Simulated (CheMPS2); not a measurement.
**GeH2Cl (SMILES [Cl][GeH2]): DMRG/STO-3G**

What is the energy change on altering one bond length of GeH2Cl at DMRG/STO-3G? 

The calculation is run with CheMPS2 1.8.12.

1 further run of the same task is left out (set aside as unsound or not needed).

## (1) The structure to begin with

The species is GeH2Cl (4 atoms), meant as a doublet with charge 0. As SMILES, `[Cl][GeH2]`. The coordinates come from a PBE0-D4/def2-TZVP relaxation.

Bond lengths: Cl1–Ge2 2.156 Å, Ge2–H3 1.546 Å, Ge2–H4 1.546 Å. Angles: Cl1–Ge2–H3 106.8°, Cl1–Ge2–H4 106.8°, H3–Ge2–H4 112.3°.

## (2) A single-point energy at DMRG/STO-3G

Contents of prepare.py:

```python
from pyscf import ao2mo, cc, dft, gto, mcscf, mp, scf
from pyscf.tools import fcidump

mol = gto.M(atom="""
Cl    -1.562900     0.305200     0.993500
Ge     0.106700    -0.451100    -0.141600
H      0.072700     0.259600    -1.514200
H      1.383400    -0.113700     0.662300
""", basis="sto-3g", charge=0, spin=1, verbose=3)
print("basis functions                = %d" % (mol.nao))
mf = scf.ROHF(mol)
mf.conv_tol = 1e-10
mf.max_cycle = 200
mf.kernel()
if not mf.converged:
    mf = mf.newton().run(mf.mo_coeff, mf.mo_occ)
print("E(HF)                          = %.10f" % (mf.e_tot))
# MP2, CCSD and CCSD(T) with the same frozen core
ref = scf.UHF(mol).run(mf.make_rdm1(), conv_tol=1e-10)
pt = mp.MP2(ref, frozen=14).run()
mycc = cc.CCSD(ref, frozen=14)
mycc.max_cycle = 150
mycc.kernel()
print("E(MP2)                         = %.10f" % (pt.e_tot))
if mycc.converged:
    print(f"E(CCSD)                        = {mycc.e_tot:.10f}")
    print(f"E(CCSD(T))                     = {mycc.e_tot + mycc.ccsd_t():.10f}")
# a few density functionals on the same geometry and basis
ks = dft.UKS(mol, xc="m062x").set(conv_tol=1e-9, verbose=3).run(mf.make_rdm1())
if ks.converged:
    print("E(M06-2X)                      = %.8f" % (ks.e_tot))
ks = dft.UKS(mol, xc="r2scan").set(conv_tol=1e-9, verbose=3).run(mf.make_rdm1())
if ks.converged:
    print("E(r2SCAN)                      = %.8f" % (ks.e_tot))
ks = dft.UKS(mol, xc="wb97x").set(conv_tol=1e-9, verbose=3).run(mf.make_rdm1())
if ks.converged:
    print("E(wB97X)                       = %.8f" % (ks.e_tot))
ks = dft.UKS(mol, xc="pbe").set(conv_tol=1e-9, verbose=3).run(mf.make_rdm1())
if ks.converged:
    print("E(PBE)                         = %.8f" % (ks.e_tot))
# rotate to MP2 natural orbitals
occ_no, mo = mcscf.addons.make_natural_orbitals(mp.MP2(mf.to_uhf(), frozen=14).run())
mf.mo_coeff = mo
# write the integrals of the correlated orbitals
cas = mcscf.CASCI(mf, 15, 23)
h1, ecore = cas.get_h1eff()
fcidump.from_integrals("FCIDUMP", h1, cas.get_h2eff(), 15, 23, nuc=ecore, ms=1)
# FCI check
ci = mcscf.CASCI(mf, 15, (12, 11))
ci.fix_spin_(ss=0.75)
ci.fcisolver.conv_tol = 1e-10
ci.fcisolver.max_cycle = 200
ci.kernel()
print(f"FCI energy                     = {ci.e_tot:.10f}")
```

Contents of chemps2.input:

```
FCIDUMP = FCIDUMP
GROUP = 0
MULTIPLICITY = 2
NELECTRONS = 23
IRREP = 0
EXCITATION = 0
SWEEP_STATES = 25, 50, 100, 100
SWEEP_ENERGY_CONV = 1e-05, 1e-05, 1e-05, 1e-07
SWEEP_MAX_SWEEPS = 2, 2, 3, 6
SWEEP_NOISE_PREFAC = 0.05, 0.05, 0.005, 0.0
SWEEP_DVDSON_RTOL = 3e-04, 3e-04, 3e-04, 3e-05
NOCC = 0
NACT = 15
NVIR = 0
MOLCAS_FIEDLER = TRUE
PRINT_CORR = TRUE
TMP_FOLDER = .
```

Started as:

```console
python prepare.py && chemps2 --file=chemps2.input
```

Standard output:

```text
$ python prepare.py
basis functions                = 29
converged SCF energy = -2507.5060616782
E(HF)                          = -2507.5060616782
converged SCF energy = -2507.50633637416  <S^2> = 0.75158576  2S+1 = 2.0015851
E(UMP2) = -2507.53925301762  E_corr = -0.0329166434580291
E(SCS-UMP2) = -2507.54431016286  E_corr = -0.0379737887042696
E(UCCSD) = -2507.555017163727  E_corr = -0.04868078956721025
E(MP2)                         = -2507.5392530176
E(CCSD)                        = -2507.5550171637
UCCSD(T) correction = -0.000711689875741231
E(CCSD(T))                     = -2507.5557288536
converged SCF energy = -2509.41726026001  <S^2> = 0.75114968  2S+1 = 2.0011494
E(M06-2X)                      = -2509.41726026
converged SCF energy = -2509.48757211283  <S^2> = 0.75139749  2S+1 = 2.001397
E(r2SCAN)                      = -2509.48757211
converged SCF energy = -2509.48456511093  <S^2> = 0.75125123  2S+1 = 2.0012508
E(wB97X)                       = -2509.48456511

WARN: HOMO -0.00306992270975648 >= LUMO -0.00272664331858657

[... 5 lines left out ...]
FCI energy                     = -2507.5560237128
[... 99 lines left out ...]
***     Maximum discarded weight = 0.000250435438496732
[... 14 lines left out ...]
***     Maximum discarded weight = 0.00031159522310407
[... 20 lines left out ...]
***     Minimum energy           = -2507.55547894554
[... 14 lines left out ...]
***     Minimum energy           = -2507.55564471914
[... 15 lines left out ...]
***     Maximum discarded weight = 2.13253812856136e-06
[... 14 lines left out ...]
***     Maximum discarded weight = 4.68023796205501e-06
[... 20 lines left out ...]
***     Minimum energy           = -2507.55600495475
[... 14 lines left out ...]
***     Minimum energy           = -2507.55600495842
[... 15 lines left out ...]
***     Maximum discarded weight during the last sweep     = 5.06580240283623e-06
[... 89 lines left out ...]
   Columns 9 to 15

    0.000003    0.000001    0.000002   -0.000006    0.000008    0.000022    0.000015
    0.000003    0.000002    0.000002   -0.000009    0.000011    0.000009    0.000022
    0.000036    0.000024    0.000020   -0.000035    0.000102    0.000033    0.000054
[... 11 lines of this table left out ...]
    0.002140    0.004429    0.001016   -0.001786    0.003990    0.002047   -0.000060

--------------------------------------------------------
Two-orbital mutual information = 0.5 * ( s1(i) + s1(j) - s2(i,j) ) * ( 1 - delta(i,j) )
Hamiltonian index order is used!

   Columns 1 to 8

    0           0.000022    0.000020    0.000026    0.000036    0.000004    0.000007    0.000005
    0.000022    0           0.000042    0.000019    0.000025    0.000004    0.000004    0.000007
    0.000020    0.000042    0           0.000031    0.000054    0.000014    0.000010    0.000023
[... 11 lines of this table left out ...]
    0.000067    0.000107    0.000234    0.000156    0.001395    0.000755    0.001553    0.004165

   Columns 9 to 15

    0.000016    0.000013    0.000011    0.000020    0.000017    0.000086    0.000067
    0.000016    0.000019    0.000007    0.000044    0.000030    0.000026    0.000107
    0.000101    0.000072    0.000035    0.000248    0.000377    0.000072    0.000234
[... 11 lines of this table left out ...]
    0.013490    0.031114    0.003133    0.006095    0.010065    0.003613    0

--------------------------------------------------------
```

It took 26 s on 1 thread of Intel Xeon 6975P-C (Granite Rapids), shared host; peak memory 0.26 GiB.

## (3) The distorted shape: the energy at DMRG/STO-3G

Contents of integrals.py:

```python
from pyscf import ao2mo, cc, dft, gto, mcscf, mp, scf
from pyscf.tools import fcidump

geom = """
Cl    -5.47757715     1.72012887     3.59350320
Ge     0.20163378    -0.85245545    -0.26758522
H      0.13738309     0.49057290    -2.86142330
H      2.61424712    -0.21486186     1.25156561
"""
mol = gto.M(
    atom=geom,
    basis="sto-3g",
    unit="bohr",
    spin=1,
    verbose=4,
    max_memory=2000,
)
print("nao: %d" % (mol.nao))
mf = scf.ROHF(mol)
mf.conv_tol = 1e-10
mf.max_cycle = 200
mf.kernel()
if not mf.converged:
    mf = mf.newton().run(mf.mo_coeff, mf.mo_occ)
print(f"SCF energy: {mf.e_tot:.10f}")
ref = scf.UHF(mol).run(mf.make_rdm1(), conv_tol=1e-10)
pt = mp.MP2(ref, frozen=14).run()
mycc = cc.CCSD(ref, frozen=14)
mycc.max_cycle = 150
mycc.kernel()
print(f"MP2 total energy: {pt.e_tot:.10f}")
if mycc.converged:
    print("CCSD total energy: %.10f" % (mycc.e_tot))
    print(f"E(CCSD(T)): {mycc.e_tot + mycc.ccsd_t():.10f}")
ks = dft.UKS(mol, xc="m062x").set(conv_tol=1e-9, verbose=3).run(mf.make_rdm1())
if ks.converged:
    print(f"E(M06-2X): {ks.e_tot:.8f}")
ks = dft.UKS(mol, xc="r2scan").set(conv_tol=1e-9, verbose=3).run(mf.make_rdm1())
if ks.converged:
    print(f"E(r2SCAN): {ks.e_tot:.8f}")
ks = dft.UKS(mol, xc="wb97x").set(conv_tol=1e-9, verbose=3).run(mf.make_rdm1())
if ks.converged:
    print("E(wB97X): %.8f" % (ks.e_tot))
ks = dft.UKS(mol, xc="pbe").set(conv_tol=1e-9, verbose=3).run(mf.make_rdm1())
if ks.converged:
    print("E(PBE): %.8f" % (ks.e_tot))
occ_no, mo = mcscf.addons.make_natural_orbitals(mp.MP2(mf.to_uhf(), frozen=14).run())
mf.mo_coeff = mo
cas = mcscf.CASCI(mf, 15, 23)
h1, ecore = cas.get_h1eff()
fcidump.from_integrals("FCIDUMP", h1, cas.get_h2eff(), 15, 23, nuc=ecore, ms=1)
ci = mcscf.CASCI(mf, 15, (12, 11))
ci.fix_spin_(ss=0.75)
ci.fcisolver.conv_tol = 1e-10
ci.fcisolver.max_cycle = 200
ci.kernel()
print(f"FCI energy: {ci.e_tot:.10f}")
```

Contents of dmrg.input:

```
FCIDUMP = FCIDUMP
GROUP = 0
MULTIPLICITY = 2
NELECTRONS = 23
IRREP = 0
EXCITATION = 0
SWEEP_STATES = 75, 150, 300, 300
SWEEP_ENERGY_CONV = 1e-04, 1e-04, 1e-04, 1e-06
SWEEP_MAX_SWEEPS = 3, 2, 4, 6
SWEEP_NOISE_PREFAC = 0.05, 0.05, 0.005, 0.0
SWEEP_DVDSON_RTOL = 3e-05, 3e-05, 3e-05, 3e-06
NOCC = 0
NACT = 15
NVIR = 0
MOLCAS_FIEDLER = TRUE
PRINT_CORR = FALSE
TMP_FOLDER = .
```

Started as:

```console
python integrals.py && chemps2 --file=dmrg.input
```

Standard output:

```text
$ python integrals.py

[INPUT] verbose = 4
[INPUT] num. atoms = 4
[INPUT] num. electrons = 51
[INPUT] charge = 0
[INPUT] spin (= nelec alpha-beta = 2S) = 1
[INPUT] symmetry False subgroup None
[INPUT] Mole.unit = bohr
[INPUT] Symbol           X                Y                Z      unit          X                Y                Z       unit  Magmom
[INPUT]  1 Cl    -2.898608998836   0.910252997850   1.901600000808 AA   -5.477577150000   1.720128870000   3.593503200000 Bohr   0.0
[INPUT]  2 Ge     0.106700001328  -0.451099997465  -0.141600000403 AA    0.201633780000  -0.852455450000  -0.267585220000 Bohr   0.0
[INPUT]  3 H      0.072700000394   0.259599998975  -1.514200001156 AA    0.137383090000   0.490572900000  -2.861423300000 Bohr   0.0
[INPUT]  4 H      1.383399999617  -0.113699999808   0.662299998783 AA    2.614247120000  -0.214861860000   1.251565610000 Bohr   0.0

nuclear repulsion = 100.226493983365
number of shells = 15
number of NR pGTOs = 87
number of NR cGTOs = 29
basis = sto-3g
ecp = {}
CPU time:         0.31
nao: 29

[... 419 lines left out ...]
SCF not converged.
[... 49 lines left out ...]
converged SCF energy = -2507.35561107433
[... 215 lines left out ...]
MP2 total energy: -2507.3875948185
[... 12 lines left out ...]
SCF not converged.
[... 13 lines left out ...]
WARN: HOMO 0.0320665041075561 >= LUMO 0.0320933158312977
[... 7 lines left out ...]
SCF not converged.
SCF energy = -2509.2914281344 after 50 cycles  <S^2> = 0.75642262  2S+1 = 2.0064123
[... 9 lines left out ...]
SCF not converged.
[... 15 lines left out ...]
WARN: HOMO 0.965257026219486 >= LUMO 0.965687929788392
[... 9 lines left out ...]
WARN: HOMO -0.0232138818840344 >= LUMO -0.0228980383129313
[... 5 lines left out ...]
SCF not converged.
[... 15 lines left out ...]
sorting_mo_energy = False
[... 116 lines left out ...]
***     Minimum energy           = -2507.40618211629
[... 15 lines left out ...]
***     Maximum discarded weight = 1.20131880342061e-06
[... 22 lines left out ...]
***     Maximum discarded weight during the last sweep     = 1.21590477051538e-06
[... 21 lines left out ...]
***     Maximum discarded weight during the last sweep     = 7.03668353713146e-08
[... 21 lines left out ...]
***     Maximum discarded weight during the last sweep     = 1.35161123225918e-10
[... 21 lines left out ...]
***     Maximum discarded weight during the last sweep     = 1.54766592402488e-10
******************************************************************
```

Wall time 2.4 min (1 thread of Intel Xeon 6975P-C (Granite Rapids), shared host); peak memory 0.26 GiB.

## (4) Results

Level: DMRG/STO-3G, 14 core orbitals frozen.

| quantity | value |
| --- | --- |
| run 1, DMRG/STO-3G: total energy | -2507.55600 Eh |
| distorted shape: total energy | -2507.40696 Eh |
| energy change with the Cl1–Ge2 bond stretched from 2.156 to 3.881 Å | 4.056 eV |

With the Cl1–Ge2 bond stretched from 2.156 to 3.881 Å the energy rises by 4.06 eV (94 kcal/mol). The first shape isn't relaxed at this level, so the change isn't measured from a minimum. The minimal basis adds a large error of its own.
